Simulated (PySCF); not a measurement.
# C₅H₆FNO: vibronic structure

Aim: compute the vibronic structure of C₅H₆FNO (`C=C1CNC(=O)[C@@H]1F`).

Programs: PySCF 2.14.0, with routines of our own; each step states its level. All values are computed. Atoms count from 0.

### Step 1. The starting structure

14 atoms, charge 0, multiplicity 1; geometry from: GFN2-xTB.

### Step 2. Vibronic structure: TDDFT PBE0/6-31G*

The job: settings as JSON, then the geometry in Å.

```
{"job": {"kind": "vib", "xc": "PBE0", "basis": "6-31G*", "tda": false}, "charge": 0, "multiplicity": 1}
C      2.037070     0.025295    -0.311605
C      0.740671    -0.007742    -0.066455
C     -0.111867    -1.243188     0.080932
N     -1.449048    -0.721715     0.206177
C     -1.575238     0.620137     0.190364
O     -2.602872     1.239562     0.282419
C     -0.151472     1.198445     0.067655
F     -0.046563     2.030727    -1.025725
H      2.561842     0.958060    -0.417756
H      2.613599    -0.876170    -0.426897
H     -0.021359    -1.899521    -0.792424
H      0.173591    -1.817376     0.971662
H     -2.253068    -1.324330     0.275679
H      0.084036     1.817343     0.943808
```

Level: TDDFT PBE0/6-31G* vertical-gradient vibronic structure (displaced harmonic oscillators, Condon), gas phase.

Command:

```console
OMP_NUM_THREADS=1 python excited_run.py task.json out
```

One launch serves the whole session: the jobs run in the order shown.

What it wrote:

```text
final grid: 56336 points
cycle   1  E = -423.2763646149  dE =  1.501e+00  |g| = 9.676e-01  |ddm| = 3.758e+00
cycle   2  E = -422.6180626558  dE =  6.583e-01  |g| = 2.057e+00  |ddm| = 3.097e+00
cycle   3  E = -423.4546201715  dE = -8.366e-01  |g| = 2.312e-01  |ddm| = 2.366e+00
cycle   4  E = -423.4643624537  dE = -9.742e-03  |g| = 9.921e-02  |ddm| = 2.934e-01
cycle   5  E = -423.4660890495  dE = -1.727e-03  |g| = 2.614e-02  |ddm| = 9.017e-02
cycle   6  E = -423.4662478385  dE = -1.588e-04  |g| = 4.922e-03  |ddm| = 2.793e-02
cycle   7  E = -423.4662529727  dE = -5.134e-06  |g| = 1.425e-03  |ddm| = 5.244e-03
cycle   8  E = -423.4662533412  dE = -3.685e-07  |g| = 5.210e-04  |ddm| = 1.767e-03
cycle   9  E = -423.4662533976  dE = -5.645e-08  |g| = 1.508e-04  |ddm| = 6.475e-04
cycle  10  E = -423.4662534022  dE = -4.551e-09  |g| = 4.557e-05  |ddm| = 1.735e-04
cycle  11  E = -423.4662534026  dE = -4.330e-10  |g| = 2.176e-05  |ddm| = 6.115e-05
converged SCF energy = -423.4662534026

Singlet excitations (eV, f): 5.139 (0.0021)  5.869 (0.0137)  6.168 (0.0026)  6.928 (0.1850)  7.275 (0.0072)  7.646 (0.1189)

State S1  5.1393 eV  f = 0.00212  H->L 0.80, H->L+1 0.16
  relaxed dipole 3.872 D, largest gradient of the excitation energy 0.1130 Eh/bohr
  mode    cm-1        S   lambda/meV  Raman
   30   1813.1    0.8986     202.0   1.000
    7    507.1    0.9278      58.3   0.081
   23   1231.3    0.2485      37.9   0.128
   29   1736.9    0.1264      27.2   0.129
   11    674.1    0.2273      19.0   0.035
   26   1377.1    0.1106      18.9   0.071
   25   1266.6    0.0964      15.1   0.052
   10    662.3    0.1827      15.0   0.027
    6    473.2    0.1971      11.6   0.015
   13    867.7    0.1042      11.2   0.027
   22   1201.6    0.0716      10.7   0.035
    9    560.5    0.1392       9.7   0.015
  reorganisation energy 0.4743 eV, total S 3.707, 0-0 4.6651 eV
  absorption maximum 4.957 eV, width 0.686 eV

State S4  6.9277 eV  f = 0.18502  H-2->L 0.77, H-1->L+1 0.08
  relaxed dipole 7.132 D, largest gradient of the excitation energy 0.1256 Eh/bohr
  mode    cm-1        S   lambda/meV  Raman
   29   1736.9    1.0606     228.4   1.000
   24   1256.8    0.4777      74.4   0.236
   21   1166.7    0.3570      51.6   0.152
   30   1813.1    0.2159      48.5   0.222
   22   1201.6    0.3109      46.3   0.140
   19   1078.9    0.2641      35.3   0.096
   26   1377.1    0.1816      31.0   0.108
    4    246.3    0.8723      26.6   0.017
   32   2900.8    0.0401      14.4   0.105
    7    507.1    0.1910      12.0   0.015
   25   1266.6    0.0747      11.7   0.037
   27   1399.0    0.0653      11.3   0.040
  reorganisation energy 0.6401 eV, total S 4.775, 0-0 6.2875 eV
  absorption maximum 6.874 eV, width 0.800 eV

State S6  7.6459 eV  f = 0.11886  H-1->L+1 0.77, H-2->L 0.10
  relaxed dipole 5.150 D, largest gradient of the excitation energy 0.0892 Eh/bohr
  mode    cm-1        S   lambda/meV  Raman
   26   1377.1    1.1962     204.2   1.000
   22   1201.6    0.5774      86.0   0.368
   30   1813.1    0.1513      34.0   0.219
   23   1231.3    0.2211      33.7   0.148
   24   1256.8    0.2149      33.5   0.150
    4    246.3    0.9704      29.6   0.026
    5    321.9    0.5371      21.4   0.025
   29   1736.9    0.0841      18.1   0.112
   33   2928.2    0.0430      15.6   0.163
   19   1078.9    0.1136      15.2   0.058
   27   1399.0    0.0872      15.1   0.075
    9    560.5    0.0929       6.5   0.013
  reorganisation energy 0.5528 eV, total S 4.761, 0-0 7.0931 eV
  absorption maximum 7.627 eV, width 0.698 eV

State T1  4.0434 eV  f = 0.00000  H-2->L 0.57, H-1->L 0.20, H->L 0.13
  relaxed dipole 4.997 D, largest gradient of the excitation energy 0.2016 Eh/bohr
  mode    cm-1        S   lambda/meV  Raman
   29   1736.9    3.2033     689.8   1.000
   27   1399.0    0.1298      22.5   0.026
   10    662.3    0.1930      15.9   0.009
   24   1256.8    0.0927      14.4   0.015
   30   1813.1    0.0404       9.1   0.014
   34   3115.1    0.0195       7.5   0.020
    2    146.1    0.3227       5.8   0.001
   28   1463.2    0.0254       4.6   0.006
    8    522.6    0.0656       4.3   0.002
   12    711.4    0.0334       2.9   0.002
   18   1051.4    0.0187       2.4   0.002
   19   1078.9    0.0177       2.4   0.002
  reorganisation energy 0.7999 eV, total S 4.359, 0-0 3.2435 eV
  absorption maximum 3.894 eV, width 0.694 eV
```

Run time: 24 s. Hardware: 1 thread of Arm Neoverse V1, shared host; peak memory 0.64 GiB.

### Step 3. Vibronic structure: TDA LDA/6-31G*

Settings changed since step 2:

```diff
@@ -1,2 +1,2 @@
-{"job": {"kind": "vib", "xc": "PBE0", "basis": "6-31G*", "tda": false}, "charge": 0, "multiplicity": 1}
+{"job": {"kind": "vib", "xc": "LDA", "basis": "6-31G*", "tda": true, "temperature": 10, "grid": 2}, "charge": 0, "multiplicity": 1}
 C      2.037070     0.025295    -0.311605
```

Level: TDA LDA/6-31G* vertical-gradient vibronic structure (displaced harmonic oscillators, Condon), gas phase.

What it wrote:

```text
coarse grid: 12384 points
cycle   1  E = -420.3627272921  dE =  1.281e+00  |g| = 1.031e+00  |ddm| = 3.891e+00
cycle   2  E = -418.7797032215  dE =  1.583e+00  |g| = 2.803e+00  |ddm| = 5.236e+00
cycle   3  E = -420.5177488493  dE = -1.738e+00  |g| = 5.255e-01  |ddm| = 4.632e+00
cycle   4  E = -420.5749483317  dE = -5.720e-02  |g| = 1.989e-01  |ddm| = 7.178e-01
cycle   5  E = -420.5809454838  dE = -5.997e-03  |g| = 1.009e-01  |ddm| = 2.302e-01
cycle   6  E = -420.5832542655  dE = -2.309e-03  |g| = 1.602e-02  |ddm| = 1.026e-01
cycle   7  E = -420.5833062183  dE = -5.195e-05  |g| = 7.596e-03  |ddm| = 1.853e-02
cycle   8  E = -420.5833195476  dE = -1.333e-05  |g| = 2.622e-03  |ddm| = 9.505e-03
cycle   9  E = -420.5833210792  dE = -1.532e-06  |g| = 9.544e-04  |ddm| = 3.028e-03
final grid: 122080 points
cycle  10  E = -420.5346430710  dE = -2.757e-05  |g| = 7.123e-03  |ddm| = 3.057e-02
cycle  11  E = -420.5346157105  dE =  2.736e-05  |g| = 1.361e-02  |ddm| = 1.829e-02
cycle  12  E = -420.5346522425  dE = -3.653e-05  |g| = 2.759e-03  |ddm| = 1.339e-02
cycle  13  E = -420.5346538145  dE = -1.572e-06  |g| = 6.881e-04  |ddm| = 3.132e-03
cycle  14  E = -420.5346538960  dE = -8.153e-08  |g| = 2.220e-04  |ddm| = 8.077e-04
cycle  15  E = -420.5346539042  dE = -8.155e-09  |g| = 1.133e-04  |ddm| = 2.853e-04
cycle  16  E = -420.5346539075  dE = -3.359e-09  |g| = 1.196e-05  |ddm| = 1.077e-04
cycle  17  E = -420.5346539076  dE = -3.297e-11  |g| = 4.142e-06  |ddm| = 1.567e-05
converged SCF energy = -420.5346539076

Singlet excitations (eV, f): 3.932 (0.0013)  4.720 (0.0008)  5.449 (0.0007)  6.097 (0.0611)  6.167 (0.0299)  6.633 (0.0040)

State S1  3.9317 eV  f = 0.00133  H->L 0.99
  relaxed dipole 6.070 D, largest gradient of the excitation energy 0.1033 Eh/bohr
  mode    cm-1        S   lambda/meV  Raman
   30   1813.1    0.9120     205.0   1.000
   29   1736.9    0.5708     122.9   0.574
   23   1231.3    0.4568      69.7   0.231
   25   1266.6    0.2168      34.0   0.116
    7    507.1    0.4703      29.6   0.040
   11    674.1    0.3529      29.5   0.053
    3    233.2    0.7350      21.3   0.013
   12    711.4    0.1826      16.1   0.031
   27   1399.0    0.0833      14.4   0.054
   10    662.3    0.1565      12.8   0.023
   18   1051.4    0.0814      10.6   0.030
   21   1166.7    0.0361       5.2   0.016
  reorganisation energy 0.6010 eV, total S 4.631, 0-0 3.3308 eV
  absorption maximum 3.785 eV, width 0.724 eV

State S4  6.0967 eV  f = 0.06110  H-3->L 0.33, H-2->L 0.30, H-2->L+1 0.22
  relaxed dipole 6.175 D, largest gradient of the excitation energy 0.0632 Eh/bohr
  mode    cm-1        S   lambda/meV  Raman
   24   1256.8    0.6098      95.0   1.000
   21   1166.7    0.4701      68.0   0.664
   29   1736.9    0.2752      59.3   0.862
   22   1201.6    0.3408      50.8   0.511
   26   1377.1    0.2410      41.2   0.475
   30   1813.1    0.1419      31.9   0.484
   12    711.4    0.3089      27.2   0.162
    4    246.3    0.8274      25.3   0.052
   19   1078.9    0.1572      21.0   0.190
   32   2900.8    0.0292      10.5   0.256
   13    867.7    0.0849       9.1   0.066
    8    522.6    0.1286       8.3   0.036
  reorganisation energy 0.4979 eV, total S 4.153, 0-0 5.5988 eV
  absorption maximum 6.059 eV, width 0.644 eV

State S5  6.1674 eV  f = 0.02991  H-3->L 0.64, H-2->L+1 0.17, H-2->L 0.08
  relaxed dipole 4.261 D, largest gradient of the excitation energy 0.0633 Eh/bohr
  mode    cm-1        S   lambda/meV  Raman
   24   1256.8    0.5726      89.2   1.000
   29   1736.9    0.2419      52.1   0.807
   21   1166.7    0.3299      47.7   0.497
   22   1201.6    0.2632      39.2   0.420
   30   1813.1    0.1229      27.6   0.447
   19   1078.9    0.2005      26.8   0.258
   18   1051.4    0.1953      25.5   0.239
   10    662.3    0.3066      25.2   0.149
   13    867.7    0.2282      24.6   0.190
   26   1377.1    0.1256      21.4   0.263
   23   1231.3    0.0809      12.3   0.136
    3    233.2    0.3000       8.7   0.018
  reorganisation energy 0.4501 eV, total S 3.480, 0-0 5.7174 eV
  absorption maximum 6.021 eV, width 0.566 eV

State T1  3.7969 eV  f = 0.00000  H->L 0.98
  relaxed dipole 5.187 D, largest gradient of the excitation energy 0.0990 Eh/bohr
  mode    cm-1        S   lambda/meV  Raman
   30   1813.1    0.7471     168.0   1.000
   29   1736.9    0.5223     112.5   0.642
   23   1231.3    0.3911      59.7   0.241
    7    507.1    0.5025      31.6   0.053
   25   1266.6    0.1816      28.5   0.119
   11    674.1    0.2487      20.8   0.046
   12    711.4    0.2149      18.9   0.044
   10    662.3    0.1971      16.2   0.035
   27   1399.0    0.0779      13.5   0.062
   18   1051.4    0.0911      11.9   0.041
    3    233.2    0.1859       5.4   0.004
   21   1166.7    0.0369       5.3   0.020
  reorganisation energy 0.5191 eV, total S 3.758, 0-0 3.2777 eV
  absorption maximum 3.724 eV, width 0.572 eV
```

It took 23 s on 1 thread of Arm Neoverse V1, shared host; peak memory 0.64 GiB.

### Step 4. Results

```
                                                                                   quantity                     value
S1: vertical, reorganisation, 0-0, total S (step 2, TDDFT PBE0/6-31G*, modes from GFN2-xTB)  5.14, 0.47, 4.67 eV; 3.7
S4: vertical, reorganisation, 0-0, total S (step 2, TDDFT PBE0/6-31G*, modes from GFN2-xTB)  6.93, 0.64, 6.29 eV; 4.8
S6: vertical, reorganisation, 0-0, total S (step 2, TDDFT PBE0/6-31G*, modes from GFN2-xTB)  7.65, 0.55, 7.09 eV; 4.8
   S1: vertical, reorganisation, 0-0, total S (step 3, TDA LDA/6-31G*, modes from GFN2-xTB)  3.93, 0.60, 3.33 eV; 4.6
   S4: vertical, reorganisation, 0-0, total S (step 3, TDA LDA/6-31G*, modes from GFN2-xTB)  6.10, 0.50, 5.60 eV; 4.2
   S5: vertical, reorganisation, 0-0, total S (step 3, TDA LDA/6-31G*, modes from GFN2-xTB)  6.17, 0.45, 5.72 eV; 3.5
```

In words: The vibronic model keeps the ground-state modes (from xTB) and shifts them along the gradient alone, so it can miss much of the relaxation that a full optimisation finds.
